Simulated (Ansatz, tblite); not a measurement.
# [In(NH3)6]3+ (InN₆H₁₈ (+3)): rung by rung

How do method and basis change the picture of [In(NH3)6]3+ (InN₆H₁₈ (+3)) (singlet)?

The runs use Ansatz 0.2.0, Gaussian basis; as each input shows.

Plan: GFN1-xTB, GFN2-xTB, PBE-D4/def2-TZVP, r2SCAN-D4/def2-TZVP, r2SCANh-D4/def2-TZVP, B2PLYP/def2-TZVP, ωB97X-V/def2-TZVP, PBE-D4/def2-SVP, PBE0-D4/def2-SVP, MP2/def2-TZVP, RPA/def2-TZVP.

3 further runs of the same task are left out: 3 set aside as unsound or not needed.

### 1 The relaxed structure

The singlet was relaxed beforehand with r2SCAN-D4/def2-SVP.

25 atoms, charge 3, spin multiplicity 1.

Bond lengths: In1–N2 2.338 Å, In1–N6 2.338 Å, In1–N10 2.338 Å, In1–N14 2.338 Å, In1–N18 2.337 Å, In1–N22 2.336 Å, N2–H3 1.029 Å, N2–H4 1.029 Å, N2–H5 1.029 Å, N6–H7 1.029 Å, N6–H8 1.029 Å, N6–H9 1.029 Å, N10–H11 1.029 Å, N10–H12 1.029 Å, N10–H13 1.029 Å, N14–H15 1.029 Å, N14–H16 1.029 Å, N14–H17 1.029 Å and more. Angles: N2–In1–N6 179.4°, N2–In1–N10 90.1°, N2–In1–N14 90.5°, N2–In1–N18 89.3°, N2–In1–N22 90.1°, N6–In1–N10 90.4°, N6–In1–N14 89.0°, N6–In1–N18 90.5°, N6–In1–N22 90.1°, N10–In1–N14 179.3°, N10–In1–N18 90.0°, N10–In1–N22 89.5°, N14–In1–N18 90.3°, N14–In1–N22 90.2°, N18–In1–N22 179.2°, In1–N2–H3 114.4°, In1–N2–H4 114.6°, In1–N2–H5 114.6° and more.

In takes a core potential in the def2 sets. No spin-orbit coupling is included. The ion is computed in the gas phase, without counter-ions or solvent.

PBE0-D4/def2-TZVP was run before; its log isn't repeated, and its numbers join the tables.

### 2 GFN1-xTB

Tight binding, by tblite at 300 K electronic temperature and without a spin-polarisation term:

```python
tblite.interface.Calculator('GFN1-xTB', numbers, positions, charge=3, uhf=0).singlepoint()
```

Energy -788.9429 eV, HOMO -24.25 eV, LUMO -19.83 eV; 0.056 s.

### 3 GFN2-xTB

Tight binding, by tblite at 300 K electronic temperature and without a spin-polarisation term:

```python
tblite.interface.Calculator('GFN2-xTB', numbers, positions, charge=3, uhf=0).singlepoint()
```

Energy -717.9043 eV, HOMO -23.98 eV, LUMO -19.87 eV; 0.031 s.

### 4 PBE-D4/def2-TZVP

start.molden holds the orbitals of an earlier run on this state, given as this run's starting guess.

in.yaml reads:

```yaml
crystal:
  periodic: [false, false, false]
  atoms:
    - {symbol: In, position_ang: [0.000261, 0.000348, -0.000113]}
    - {symbol: N, position_ang: [-0.007908, 0.016325, 2.337954]}
    - {symbol: H, position_ang: [0.849680, 0.393506, 2.764439]}
    - {symbol: H, position_ang: [-0.114701, -0.910487, 2.772904]}
    - {symbol: H, position_ang: [-0.761029, 0.576795, 2.760088]}
    - {symbol: N, position_ang: [-0.013441, -0.005690, -2.337695]}
    - {symbol: H, position_ang: [-0.827105, -0.478232, -2.755252]}
    - {symbol: H, position_ang: [0.794686, -0.470009, -2.774482]}
    - {symbol: H, position_ang: [-0.022895, 0.929662, -2.767328]}
    - {symbol: N, position_ang: [2.338050, -0.017390, 0.002075]}
    - {symbol: H, position_ang: [2.772930, 0.915233, -0.023615]}
    - {symbol: H, position_ang: [2.764199, -0.511138, -0.794195]}
    - {symbol: H, position_ang: [2.760885, -0.466151, 0.826357]}
    - {symbol: N, position_ang: [-2.337304, 0.005662, -0.028473]}
    - {symbol: H, position_ang: [-2.752227, 0.605666, -0.754791]}
    - {symbol: H, position_ang: [-2.780259, 0.327537, 0.843084]}
    - {symbol: H, position_ang: [-2.762796, -0.916594, -0.195733]}
    - {symbol: N, position_ang: [0.017213, 2.337125, 0.014069]}
    - {symbol: H, position_ang: [0.337559, 2.751819, 0.900118]}
    - {symbol: H, position_ang: [-0.901429, 2.773189, -0.145664]}
    - {symbol: H, position_ang: [0.624547, 2.768612, -0.696290]}
    - {symbol: N, position_ang: [0.003536, -2.335985, 0.011691]}
    - {symbol: H, position_ang: [-0.167294, -2.768513, -0.906662]}
    - {symbol: H, position_ang: [-0.704653, -2.763820, 0.624188]}
    - {symbol: H, position_ang: [0.889484, -2.757482, 0.323346]}
basis:
  gaussian: {orbitals: def2-TZVP, initial_orbitals: start.molden}
total_charge: 3
hamiltonian: {xc: pbe, dispersion: d4}
scf: {omitted_lower_state_checks: [starts]}
output: {forces: true, orbitals: {seedname: orbitals}}
```

The run is started by

```bash
$ ansatz run in.yaml --threads 4 --pin off --events-out ev --progress --plain --max-ram 4787MiB
```

After this run come: r2SCAN-D4/def2-TZVP; r2SCANh-D4/def2-TZVP; B2PLYP/def2-TZVP; ωB97X-V/def2-TZVP; PBE-D4/def2-SVP; PBE0-D4/def2-SVP; MP2/def2-TZVP; RPA/def2-TZVP.

Q: Predict the results of all the runs planned. Wanted: gap in def2-TZVP, named functionals, smallest and largest; correlation energy, MP2/def2-TZVP; PBE0 total energy, smallest basis above largest.

As calculated:

```
                                                 quantity                                 value
gap in def2-TZVP, named functionals, smallest and largest  5.96 eV (PBE-D4), 13.05 eV (ωB97X-V)
                        correlation energy, MP2/def2-TZVP                             -43.33 eV
          PBE0 total energy, smallest basis above largest        10.58 eV (def2-SVP, def2-TZVP)
```

What this shows: Orbital gaps of the named functionals in def2-TZVP span 5.96 eV (PBE-D4) to 13.05 eV (ωB97X-V); exact exchange widens it.
